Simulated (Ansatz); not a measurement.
## C2H6O2Si, SMILES O=COC[SiH3]: a geometry optimisation, step by step

With Ansatz 0.2.0 through its Python package.

Run as a notebook:

In [1]:
```python
import itertools

import ansatz as az
from ase.data import atomic_numbers, covalent_radii
import numpy as np
```

In [2]:
```python
BASIS_SET = "cc-pVDZ"
XC = "PBE0"
```

In [3]:
```python
GEOMETRY = """
O    -0.33970    0.44810    2.20290
C     0.74120    0.61030    1.75500
O     1.20100    0.06680    0.60050
C     0.37820   -0.74180   -0.14230
Si   -0.80710    0.09900   -1.39000
H     1.54040    1.21510    2.24010
H     0.95210   -1.46440   -0.68690
H    -0.25570   -1.34100    0.54650
H    -1.67380    1.13700   -0.67880
H     0.00970    0.80050   -2.38090
H    -1.68090   -0.88670   -2.04560
"""
```

In [4]:
```python
system = az.Crystal.molecule()
for line in GEOMETRY.strip().splitlines():
    symbol, *xyz = line.split()
    system = system.atom(symbol, [float(v) for v in xyz])
```

In [5]:
```python
calc = (
    system.calculation()
    .basis(gaussian=BASIS_SET)
    .functional(XC)
)
symbols = [site.symbol for site in system.cartesian_sites]
start = np.array([site.position_ang for site in system.cartesian_sites], dtype=float)
def progress(event):
    if event["event"] == "relax_step":
        row = event["data"]
        print(f"step {row['step']:3d}  E = {row['lagrangian_ev']:.6f} eV  largest force component {row['allowed_force_max_ev_ang']:.4f} eV/A")


rep = calc.relax(force_tolerance=0.01).session().plan().execute(on_event=progress).report
end = np.array(rep["positions_ang"])
```
```text
step   1  E = -14132.888948 eV  largest force component 2.5453 eV/A
step   2  E = -14133.045773 eV  largest force component 1.1340 eV/A
step   3  E = -14133.015926 eV  largest force component 1.1113 eV/A
step   4  E = -14133.082012 eV  largest force component 0.3020 eV/A
step   5  E = -14133.075506 eV  largest force component 0.3151 eV/A
step   6  E = -14133.087855 eV  largest force component 0.0657 eV/A
step   7  E = -14133.088823 eV  largest force component 0.0619 eV/A
step   8  E = -14133.089068 eV  largest force component 0.0711 eV/A
step   9  E = -14133.089898 eV  largest force component 0.0257 eV/A
step  10  E = -14133.090132 eV  largest force component 0.0151 eV/A
step  11  E = -14133.089917 eV  largest force component 0.1282 eV/A
step  12  E = -14133.090391 eV  largest force component 0.0277 eV/A
step  13  E = -14133.090607 eV  largest force component 0.1087 eV/A
step  14  E = -14133.090722 eV  largest force component 0.0564 eV/A
step  15  E = -14133.090925 eV  largest force component 0.0176 eV/A
step  16  E = -14133.091136 eV  largest force component 0.0362 eV/A
step  17  E = -14133.090466 eV  largest force component 0.2073 eV/A
step  18  E = -14133.091253 eV  largest force component 0.0454 eV/A
step  19  E = -14133.091289 eV  largest force component 0.0441 eV/A
step  20  E = -14133.091358 eV  largest force component 0.0376 eV/A
step  21  E = -14133.091435 eV  largest force component 0.0264 eV/A
step  22  E = -14133.091497 eV  largest force component 0.0470 eV/A
step  23  E = -14133.091529 eV  largest force component 0.0526 eV/A
step  24  E = -14133.091594 eV  largest force component 0.0502 eV/A
step  25  E = -14133.091604 eV  largest force component 0.0522 eV/A
step  26  E = -14133.091632 eV  largest force component 0.0473 eV/A
step  27  E = -14133.091663 eV  largest force component 0.0256 eV/A
step  28  E = -14133.091684 eV  largest force component 0.0078 eV/A
step  29  E = -14133.091705 eV  largest force component 0.0155 eV/A
step  30  E = -14133.091748 eV  largest force component 0.0329 eV/A
step  31  E = -14133.091774 eV  largest force component 0.0238 eV/A
step  32  E = -14133.091794 eV  largest force component 0.0263 eV/A
step  33  E = -14133.091808 eV  largest force component 0.0144 eV/A
step  34  E = -14133.091819 eV  largest force component 0.0055 eV/A
step  35  E = -14133.091821 eV  largest force component 0.0230 eV/A
step  36  E = -14133.091827 eV  largest force component 0.0199 eV/A
step  37  E = -14133.091835 eV  largest force component 0.0082 eV/A
```

In [6]:
```python
print("reference energy %16.6f eV" % rep["reference_energy_ev"])
print("total energy     %16.6f eV" % rep["free_energy_ev"])
print("occupied orbitals outside the frozen core (up, down):", rep["n_occupied"], " frozen:", rep["n_frozen"], " virtual:", rep["n_virtual"])
```
```text
reference energy    -14133.091862 eV
total energy        -14133.091862 eV
occupied orbitals outside the frozen core (up, down): [24, 24]  frozen: 0  virtual: [80, 80]
```

In [7]:
```python
# pairs closer than 1.2 times the sum of covalent radii, before or after
radius = [covalent_radii[atomic_numbers[s]] for s in symbols]
span = lambda where, i, j: np.linalg.norm(where[i] - where[j])
bonded = [(i, j) for i, j in itertools.combinations(range(len(symbols)), 2) if min(span(start, i, j), span(end, i, j)) < 1.2 * (radius[i] + radius[j])]
print("pair        before    after (A)")
for i, j in bonded:
    print(f"{symbols[i]}{i}-{symbols[j]}{j}".ljust(10), f"{span(start, i, j):8.4f} {span(end, i, j):8.4f}")
with open("c2h6o2si_opt.xyz", "w") as handle:
    handle.write(f"{len(symbols)}\nrelaxed C2H6O2Si\n")
    handle.writelines(f"{s:2s} {x:11.6f} {y:11.6f} {z:11.6f}\n" for s, (x, y, z) in zip(symbols, end))
```
```text
pair        before    after (A)
O0-C1        1.1812   1.2002
C1-O2        1.3563   1.3401
C1-H5        1.1135   1.1079
O2-C3        1.3721   1.4417
C3-Si4       1.9154   1.9051
C3-H6        1.0715   1.1010
C3-H7        1.1114   1.1004
Si4-H8       1.5279   1.4970
Si4-H9       1.4633   1.4971
Si4-H10      1.4714   1.4992
```

File `c2h6o2si_opt.xyz` afterwards:
```text
11
relaxed C2H6O2Si
O     0.027751   -0.040365    2.523384
C     0.826692    0.525847    1.829357
O     1.040342    0.314197    0.523429
C     0.220252   -0.688824   -0.108930
Si   -0.807373    0.125468   -1.491127
H     1.518669    1.321880    2.168482
H     0.899177   -1.452727   -0.518500
H    -0.424830   -1.160124    0.647747
H    -1.698641    1.170977   -0.896455
H     0.099900    0.757952   -2.500078
H    -1.636539   -0.931380   -2.156808
```

Caveats:
- Total energies depend on the basis set; only differences at equal settings carry meaning.
- The end point is the stationary point reached from this start; no frequency run checks that it is a minimum, and the basis set is modest.
- Timing: 3.4 min on 1 thread of Arm Neoverse V1, with other jobs on the host, peak memory 0.3 GiB.
